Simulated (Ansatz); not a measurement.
# AlCl2H3S: the cost of one run

All numbers below are computed with Ansatz 0.2.0 (RKS BHLYP-D4/6-31G*).

## (1) The starting structure

Bond lengths: Al1–Cl2 2.580 Å, Al1–Cl3 2.230 Å, Al1–H4 1.560 Å, Al1–S5 2.560 Å, S5–H6 1.400 Å, Cl2–H7 1.547 Å, S5–H7 1.592 Å. Angles: Al1–Cl2–H7 70.8°, Cl2–Al1–Cl3 120.0°, Cl2–Al1–H4 120.0°, Cl2–Al1–S5 71.6°, Cl3–Al1–H4 120.0°, Cl3–Al1–S5 88.6°, H4–Al1–S5 109.9°, Al1–S5–H6 109.5°, Al1–S5–H7 70.9°, H6–S5–H7 130.0°, Cl2–H7–S5 146.7°.

As a file:

```xyz
7

Al    0.0000    0.0000    0.0000
Cl    0.0000    0.0000    2.5800
Cl    1.9312    0.0000   -1.1150
H    -1.3510    0.0000   -0.7800
S     0.5384   -2.3690    0.8072
H    -0.3388   -3.2787    0.2048
H     0.3238   -1.4246    2.0709
```

## (2) Pulling towards end A

Springs on the bonds that form and break draw the guess towards this end; the thresholds are loose.

The input, input.yaml:

```yaml
crystal:
  periodic: [false, false, false]
  atoms:
    - { symbol: Al, position_ang: [0.0, 0.0, 0.0] }
    - { symbol: Cl, position_ang: [0.0, 0.0, 2.58] }
    - { symbol: Cl, position_ang: [1.9312, 0.0, -1.115] }
    - { symbol: H, position_ang: [-1.351, 0.0, -0.78] }
    - { symbol: S, position_ang: [0.5384, -2.369, 0.8072] }
    - { symbol: H, position_ang: [-0.3388, -3.2787, 0.2048] }
    - { symbol: H, position_ang: [0.3238, -1.4246, 2.0709] }
basis:
  gaussian: { orbitals: "6-31G*" }
hamiltonian:
  xc: { name: BHLYP }
  dispersion: d4
relax:
  f_tol: 0.15
  max_steps: 25
  restrain:
    - { distance: [0, 4], at: 3.46, k: 30.0 }
    - { distance: [6, 1], at: 2.57, k: 30.0 }
    - { distance: [0, 1], at: 2.23, k: 30.0 }
    - { distance: [6, 4], at: 1.4, k: 30.0 }
```

Run with:

```sh
$ ansatz run input.yaml --threads 2 --pin off --max-ram 3072MiB --backend cpu --events-out ev --progress --plain --runs-dir out
```

What time and memory should one allow on 2 threads of Arm Neoverse V2, shared host?

About 21 s, with a peak of 0.17 GiB.
